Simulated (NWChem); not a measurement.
# One shape, several levels: CH6ClSi2 (SMILES C[Si]([SiH3])Cl)

We compute a comparison of 6 runs (UB3LYP/6-31G*, UB3LYP/def2-SVP, UM06-2X/def2-SVP, UPBE0/def2-SVP, USVWN5/def2-SVP, UMP2/def2-SVP) of CH6ClSi2. 

Program for the calculation: NWChem 7.3.0.

### 1 The molecule

CH6ClSi2 has 10 atoms, charge 0, and is taken as a doublet. SMILES: `C[Si]([SiH3])Cl`. The C1–H6 distance was set to 1.641 Å, away from the relaxed value. At this shape a bond of the SMILES string is far longer than usual.

Bond lengths: C1–Si2 1.872 Å, Si2–Si3 2.338 Å, Si2–Cl4 2.073 Å, C1–H5 1.093 Å, C1–H7 1.092 Å, Si3–H8 1.485 Å, Si3–H9 1.490 Å, Si3–H10 1.489 Å. Some angles: C1–Si2–Si3 115.2°, C1–Si2–Cl4 108.2°, Si3–Si2–Cl4 108.6°, Si2–C1–H5 110.0°, Si2–C1–H7 110.6°, Si2–Si3–H8 109.0°, Si2–Si3–H9 112.4°, Si2–Si3–H10 108.4°, H5–C1–H7 108.6°, H8–Si3–H9 109.1°. A long bond or contact: C1–H6 1.641 Å.

### 2 A single-point energy at UB3LYP/6-31G(d) (spherical functions) (run 1)

Input file run.py:

```python
from ase import Atoms
from ase.calculators.nwchem import NWChem

system = Atoms(['C', 'Si', 'Si', 'Cl', 'H', 'H', 'H', 'H', 'H', 'H'], positions=[
    [-0.614648, 1.223448, -1.243355],
    [-0.190448, -0.599852, -1.229755],
    [1.456452, -1.226352, 0.307045],
    [-1.920148, -1.665052, -0.814355],
    [0.281652, 1.813748, -1.449355],
    [-1.223500, 1.680800, 0.209700],
    [-1.358648, 1.439648, -2.012655],
    [1.693452, -2.688052, 0.192045],
    [1.074352, -0.903352, 1.710745],
    [2.711152, -0.498252, -0.026555],
])

calc = NWChem(
    label='struct',
    theory='dft',
    memory='2200 mb',
    basis='6-31G*',
    basispar='spherical bse',
    dft={'xc': 'b3lyp', 'mult': '2', 'grid': 'xfine', 'convergence': 'energy 1e-08', 'iterations': '100', 'mulliken': None},
    task='energy',
)
system.calc = calc

e = system.get_potential_energy()
print(f"E = {e:.6f} eV")
```

Command:

```bash
$ export ASE_NWCHEM_COMMAND="nwchem PREFIX.nwi > PREFIX.nwo"
$ python run.py
```

Log:

```text
E = -29411.021420 eV
```

The calculator wrote struct.nwi:

```
title "struct"

permanent_dir struct

scratch_dir struct

start struct

geometry units angstrom nocenter noautosym noautoz
  C  -6.1464799999999997e-01 1.2234480000000001e+00 -1.2433550000000000e+00
  Si -1.9044800000000001e-01 -5.9985200000000005e-01 -1.2297549999999999e+00
  Si 1.4564520000000001e+00 -1.2263520000000001e+00 3.0704500000000001e-01
  Cl -1.9201480000000000e+00 -1.6650520000000000e+00 -8.1435500000000005e-01
  H  2.8165200000000001e-01 1.8137479999999999e+00 -1.4493549999999999e+00
  H  -1.2235000000000000e+00 1.6808000000000001e+00 2.0970000000000000e-01
  H  -1.3586480000000001e+00 1.4396480000000000e+00 -2.0126550000000001e+00
  H  1.6934520000000000e+00 -2.6880519999999999e+00 1.9204499999999999e-01
  H  1.0743520000000000e+00 -9.0335200000000004e-01 1.7107450000000000e+00
  H  2.7111519999999998e+00 -4.9825199999999997e-01 -2.6554999999999999e-02
end

memory 2200 mb

basis spherical bse noprint
   * library 6-31G*
end

dft
  xc b3lyp
  mult 2
  grid xfine
  convergence energy 1e-08
  iterations 100
  mulliken
end

task dft energy
```

struct.nwo:

```text
Northwest Computational Chemistry Package (NWChem) 7.3.0
             --------------------------------------------------------

           Job information
           ---------------

    nwchem branch   = 7.3.0
    use scalapack   = T
    input           = struct.nwi
    prefix          = struct.
    data base       = struct/struct.db
    status          = startup
    nproc           =        1

           Memory information
           ------------------

[... 5 lines left out ...]
    hardfail = no
[... 39 lines left out ...]
            Nuclear Dipole moment (a.u.)
[... 85 lines left out ...]
          Convergence on density requested:  1.00D-05
[... 28 lines left out ...]
          Convergence aids based upon iterative change in
[... 29 lines left out ...]
 2-e energy   =     664.496229
[... 61 lines left out ...]
           Coulomb energy =      743.337070723693
[... 570 lines left out ...]
                     DFT Final Beta Molecular Orbital Analysis
[... 660 lines left out ...]
     Multipole analysis of the density
     ---------------------------------

     L   x y z        total         alpha         beta         nuclear
     -   - - -        -----         -----         ----         -------
     0   0 0 0     -0.000000    -29.000000    -28.000000     57.000000

     1   1 0 0      0.532634     15.029026     14.658089    -29.154481
[... 8 lines of this table left out ...]
     2   0 0 2    -35.064588   -116.577243   -104.901202    186.413857

 Task  times  cpu:       43.8s     wall:       43.8s
 Total times  cpu:       43.8s     wall:       43.8s
```

Wall time 45 s (1 thread of AMD EPYC 9R45 (Zen 5), shared host); peak memory 0.15 GiB.

### 3 The energy at UB3LYP/def2-SVP (run 2)

Input file ch6clsi2.nw:

```
start ch6clsi2
title "CH6ClSi2 energy"
memory total 2200 mb

geometry noautosym nocenter noautoz
   C       -0.614648       1.223448      -1.243355
   Si      -0.190448      -0.599852      -1.229755
   Si       1.456452      -1.226352       0.307045
   Cl      -1.920148      -1.665052      -0.814355
   H        0.281652       1.813748      -1.449355
   H       -1.223500       1.680800       0.209700
   H       -1.358648       1.439648      -2.012655
   H        1.693452      -2.688052       0.192045
   H        1.074352      -0.903352       1.710745
   H        2.711152      -0.498252      -0.026555
end

basis spherical bse
   * library def2-SVP
end

dft
   xc b3lyp
   mult 2
   grid fine
   convergence energy 1e-08
   iterations 100
   mulliken
   print medium
end

task dft energy
```

Command:

```bash
$ nwchem ch6clsi2.nw > ch6clsi2.out
```

Log:

```text
[...]
          Wavefunction type:  spin polarized.
          No. of atoms     :    10
          No. of electrons :    57
[...]
          Charge           :     0
          Spin multiplicity:     2
[...]
          AO basis - number of functions:    98
[...]
              XC Information
              --------------
                         B3LYP Method XC Potential
                     Hartree-Fock (Exact) Exchange  0.200
                        Slater Exchange Functional  0.800 local
                    Becke 1988 Exchange Functional  0.720 non-local
              Lee-Yang-Parr Correlation Functional  0.810
                  VWN I RPA Correlation Functional  0.190 local
[...]
 d= 0,ls=0.0,diis     1  -1080.4862464648 -1.34D+03  5.64D-03  9.35D-02     1.8
[...]
 d= 0,ls=0.0,diis    13  -1080.5369354728 -2.54D-09  3.25D-07  1.42D-10    22.9
[...]
         Total DFT energy =    -1080.536935472797
      One electron energy =    -2001.485536004262
           Coulomb energy =      743.022815482477
    Exchange-Corr. energy =      -77.676567073084
 Nuclear repulsion energy =      255.602352122071
[...]
      <S2> =      0.7575 (Exact =     0.7500)
[...]
```

Run time: 24 s. Hardware: 1 thread of AMD EPYC 9R45 (Zen 5), shared host; peak memory 0.12 GiB.

Run 3 isn't shown in full; the table further down has it.

### 4 A single-point energy at UPBE0/def2-SVP (run 4)

Input file ch6clsi2.xyz:

```xyz
10
CH6ClSi2 PBE0
C     -0.614648     1.223448    -1.243355
Si    -0.190448    -0.599852    -1.229755
Si     1.456452    -1.226352     0.307045
Cl    -1.920148    -1.665052    -0.814355
H      0.281652     1.813748    -1.449355
H     -1.223500     1.680800     0.209700
H     -1.358648     1.439648    -2.012655
H      1.693452    -2.688052     0.192045
H      1.074352    -0.903352     1.710745
H      2.711152    -0.498252    -0.026555
```

Input file run.py:

```python
from ase.io import read
from ase.calculators.nwchem import NWChem

molecule = read('ch6clsi2.xyz')

calc = NWChem(
    label='ch6clsi2',
    theory='dft',
    memory='2200 mb',
    basis='def2-SVP',
    basispar='spherical bse',
    dft={'xc': 'pbe0', 'mult': '2', 'grid': 'fine', 'convergence': 'energy 1e-08', 'iterations': '100', 'mulliken': None},
    task='energy',
)
molecule.calc = calc

print("Total energy (eV):", round(molecule.get_potential_energy(), 6))
```

Command:

```bash
$ export ASE_NWCHEM_COMMAND="nwchem PREFIX.nwi > PREFIX.nwo"
$ python run.py
```

Log:

```text
Total energy (eV): -29389.233842
```

The calculator wrote ch6clsi2.nwi:

```
title "ch6clsi2"

permanent_dir ch6clsi2

scratch_dir ch6clsi2

start ch6clsi2

geometry units angstrom nocenter noautosym noautoz
  C  -6.1464799999999997e-01 1.2234480000000001e+00 -1.2433550000000000e+00
  Si -1.9044800000000001e-01 -5.9985200000000005e-01 -1.2297549999999999e+00
  Si 1.4564520000000001e+00 -1.2263520000000001e+00 3.0704500000000001e-01
  Cl -1.9201480000000000e+00 -1.6650520000000000e+00 -8.1435500000000005e-01
  H  2.8165200000000001e-01 1.8137479999999999e+00 -1.4493549999999999e+00
  H  -1.2235000000000000e+00 1.6808000000000001e+00 2.0970000000000000e-01
  H  -1.3586480000000001e+00 1.4396480000000000e+00 -2.0126550000000001e+00
  H  1.6934520000000000e+00 -2.6880519999999999e+00 1.9204499999999999e-01
  H  1.0743520000000000e+00 -9.0335200000000004e-01 1.7107450000000000e+00
  H  2.7111519999999998e+00 -4.9825199999999997e-01 -2.6554999999999999e-02
end

memory 2200 mb

basis spherical bse noprint
   * library def2-SVP
end

dft
  xc pbe0
  mult 2
  grid fine
  convergence energy 1e-08
  iterations 100
  mulliken
end

task dft energy
```

ch6clsi2.nwo:

```text
Northwest Computational Chemistry Package (NWChem) 7.3.0
             --------------------------------------------------------

           Job information
           ---------------

    nwchem branch   = 7.3.0
    use scalapack   = T
    input           = ch6clsi2.nwi
    prefix          = ch6clsi2.
    data base       = ch6clsi2/ch6clsi2.db
    status          = startup
    nproc           =        1

           Memory information
           ------------------

[... 5 lines left out ...]
    hardfail = no
[... 39 lines left out ...]
            Nuclear Dipole moment (a.u.)
[... 85 lines left out ...]
          Convergence on density requested:  1.00D-05
[... 27 lines left out ...]
          Convergence aids based upon iterative change in
[... 29 lines left out ...]
 2-e energy   =     664.484329
[... 54 lines left out ...]
           Coulomb energy =      743.007855004245
[... 702 lines left out ...]
                     DFT Final Beta Molecular Orbital Analysis
[... 799 lines left out ...]
     Multipole analysis of the density
     ---------------------------------

     L   x y z        total         alpha         beta         nuclear
     -   - - -        -----         -----         ----         -------
     0   0 0 0      0.000000    -29.000000    -28.000000     57.000000

     1   1 0 0      0.395933     14.954223     14.596191    -29.154481
[... 8 lines of this table left out ...]
     2   0 0 2    -35.162293   -116.801458   -104.774692    186.413857

 Task  times  cpu:       22.2s     wall:       22.2s
 Total times  cpu:       22.3s     wall:       22.3s
```

Run time: 23 s. Hardware: 1 thread of AMD EPYC 9R45 (Zen 5), shared host; peak memory 0.12 GiB.

Run 5 isn't shown in full; the table further down has it.

### 5 A single-point energy at UMP2/def2-SVP (run 6)

Input file struct.xyz:

```xyz
10

C     -0.614648     1.223448    -1.243355
Si    -0.190448    -0.599852    -1.229755
Si     1.456452    -1.226352     0.307045
Cl    -1.920148    -1.665052    -0.814355
H      0.281652     1.813748    -1.449355
H     -1.223500     1.680800     0.209700
H     -1.358648     1.439648    -2.012655
H      1.693452    -2.688052     0.192045
H      1.074352    -0.903352     1.710745
H      2.711152    -0.498252    -0.026555
```

Input file struct.nw:

```
START struct
memory 2200 mb

GEOMETRY noautosym nocenter noautoz
load format xyz struct.xyz
END

BASIS spherical bse
* library def2-SVP
END

SCF
doublet
uhf
thresh 1e-08
maxiter 80
noprint "final vectors analysis"
END

MP2
freeze core 16
tight
END

TASK mp2
```

Command:

```bash
$ nwchem struct.nw > struct.out
```

Log:

```text
[...]
  functions       =    98
[...]
  wavefunction    = UHF
[...]
         Total SCF energy =  -1078.309451692910
      One electron energy =  -2000.790921603858
      Two electron energy =    666.879117788876
 Nuclear repulsion energy =    255.602352122071
                       Sz =      0.5000
                 Sz(Sz+1) =      0.7500
                      S^2 =      0.8596
[...]
          Total MP2 energy         -1078.766721004702
[...]
```

Run time: 38 s. Hardware: 1 thread of AMD EPYC 9R45 (Zen 5), shared host; peak memory 0.26 GiB.

### 6 Overview of the runs

| run | level | integration grid | iteration cap | energy (Eh) | dipole moment (D) of the reference | HOMO energy (eV) | LUMO energy (eV) | wall time |
| --- | --- | --- | --- | --- | --- | --- | --- | --- |
| 1 | UB3LYP/6-31G* (spherical functions) | xfine | 100 | -1080.835110 | 1.99 | -5.66 | -3.04 | 45 s |
| 2 | UB3LYP/def2-SVP | fine | 100 | -1080.536935 | 1.51 | -5.64 | -3.04 | 24 s |
| 3 | UM06-2X/def2-SVP | fine | 100 | -1080.400062 | 1.71 | -6.74 | -1.98 | 30 s |
| 4 | UPBE0/def2-SVP | fine | 100 | -1080.034432 | 1.61 | -5.94 | -2.74 | 23 s |
| 5 | USVWN5/def2-SVP | fine | 100 | -1076.273887 | 1.42 | -4.78 | -3.85 | 12 s |
| 6 | UMP2/def2-SVP | – | 80 | -1078.766721 | – | – | – | 38 s |

### 7 What came out

| quantity | value |
| --- | --- |
| run 6: total energy | -1078.76672 Eh |
| run 6: correlation energy (16 core orbitals frozen) | -457.3 mEh |
| run 6: ⟨S²⟩ of the reference determinant | 0.860 |

Over runs 1, 2, 3, 4, 5 the dipole moment (its size) runs from 1.42 D (USVWN5/def2-SVP) to 1.99 D (UB3LYP/6-31G*). The two ends differ in method and basis. Totals of different functionals can't be ranked against each other. Spin contamination of the reference: run 6 ⟨S²⟩ = 0.86. All runs together took 2.9 min, the longest 45 s.
